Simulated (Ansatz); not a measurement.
# CH5B2I: one species, many methods

An exercise on one series of results from a longer session: the logs are not shown, and one member is left open.

Computed with Ansatz 0.2.0, Gaussian basis. Level: functionals in def2-TZVPP, the program's frozen cores in correlated methods.

Plan: LDA (SPW92), PBE-D4, revPBE-D4, BLYP-D4, r2SCAN-D4, B97M-V, PBE0-D4, B3LYP-D4, r2SCANh-D4, r2SCAN0-D4, HSE06-D4, BHLYP-D4, CAM-B3LYP-D4, LC-ωPBE, ωB97X-V, ωB97M-V, B2PLYP, PBE-QIDH; CCSD(T)/def2-SVP; CCSD(T)/def2-TZVPP; MP2/def2-QZVPP; extrapolation to the limit; RPA on PBE.

### Structure used throughout

An earlier PBE0-D4 in a triple-zeta def2 set relaxation fixed the geometry. I takes the def2 core potential; no spin-orbit term is included.

SMILES `BB(C)I`, 9 atoms, charge 0, spin multiplicity 1.

Atoms are counted from 1 here; the program's logs count them from 0.

Bond lengths: B1–B2 1.618 Å, B1–H5 1.198 Å, B1–H6 1.198 Å, B2–C3 1.539 Å, B2–I4 2.218 Å, C3–H7 1.092 Å, C3–H8 1.094 Å, C3–H9 1.097 Å. Angles: B2–B1–H5 120.7°, B2–B1–H6 120.8°, H5–B1–H6 118.5°, B1–B2–C3 153.1°, B1–B2–I4 86.2°, C3–B2–I4 120.7°, B2–C3–H7 112.7°, B2–C3–H8 111.3°, B2–C3–H9 108.9°, H7–C3–H8 109.3°, H7–C3–H9 108.4°, H8–C3–H9 105.9°.

The first run:

Input file in.yaml:

```yaml
crystal:
  periodic: [false, false, false]
  atoms:
    - {symbol: B, position_ang: [-0.479316, 1.414752, -0.709335]}
    - {symbol: B, position_ang: [0.003193, -0.012626, -0.118895]}
    - {symbol: C, position_ang: [0.313037, -0.987996, 1.030591]}
    - {symbol: I, position_ang: [0.325649, -0.612093, -2.230336]}
    - {symbol: H, position_ang: [-1.625438, 1.598014, -1.005207]}
    - {symbol: H, position_ang: [0.309482, 2.293943, -0.907863]}
    - {symbol: H, position_ang: [0.025163, -0.593109, 2.006682]}
    - {symbol: H, position_ang: [-0.173658, -1.955115, 0.873841]}
    - {symbol: H, position_ang: [1.390391, -1.192070, 1.043523]}
basis:
  gaussian: {orbitals: def2-TZVPP}
hamiltonian: {xc: lda}
output: {orbitals: {seedname: orbitals}}
```

Launch:

```
$ ansatz run in.yaml --threads 2 --pin off --events-out ev --progress --plain --max-ram 4352MiB
```

Among the steps run: LDA; PBE-D4 (GGA); revPBE-D4 (GGA); BLYP-D4 (GGA); r2SCAN-D4 (meta-GGA); B97M-V (meta-GGA); PBE0-D4 (hybrid); B3LYP-D4 (hybrid); r2SCANh-D4 (hybrid); r2SCAN0-D4 (hybrid); HSE06-D4 (hybrid); BHLYP-D4 (hybrid); CAM-B3LYP-D4 (range-separated); LC-ωPBE (range-separated); ωB97X-V (range-separated); ωB97M-V (range-separated); B2PLYP (double hybrid); PBE-QIDH (double hybrid).

One of the session's tables, all rows but one given; the rest of the session is left out.

It belongs to the step «Orbital energies across the functionals». 

```
  functional  HOMO (eV)  LUMO (eV)  gap (eV)
 LDA (SPW92)      -6.72      -2.65      4.06
      PBE-D4      -6.58      -2.45      4.12
   revPBE-D4      -6.52      -2.36      4.16
     BLYP-D4      -6.42      -2.27      4.14
   r2SCAN-D4      -6.82      -2.16      4.66
      B97M-V          ?          ?         ?
     PBE0-D4      -7.67      -1.55      6.13
    B3LYP-D4      -7.45      -1.72      5.73
  r2SCANh-D4      -7.22      -1.85      5.38
  r2SCAN0-D4      -7.83      -1.38      6.45
    HSE06-D4      -7.29      -1.93      5.35
    BHLYP-D4      -8.59      -0.49      8.11
CAM-B3LYP-D4      -8.89      -0.41      8.48
     LC-ωPBE     -10.18       0.68     10.86
     ωB97X-V      -9.86       0.61     10.48
     ωB97M-V      -9.75       0.41     10.16
```

Estimate the missing values for B97M-V.

**Answer.** HOMO (eV): -6.82; LUMO (eV): -2.13; gap (eV): 4.69.
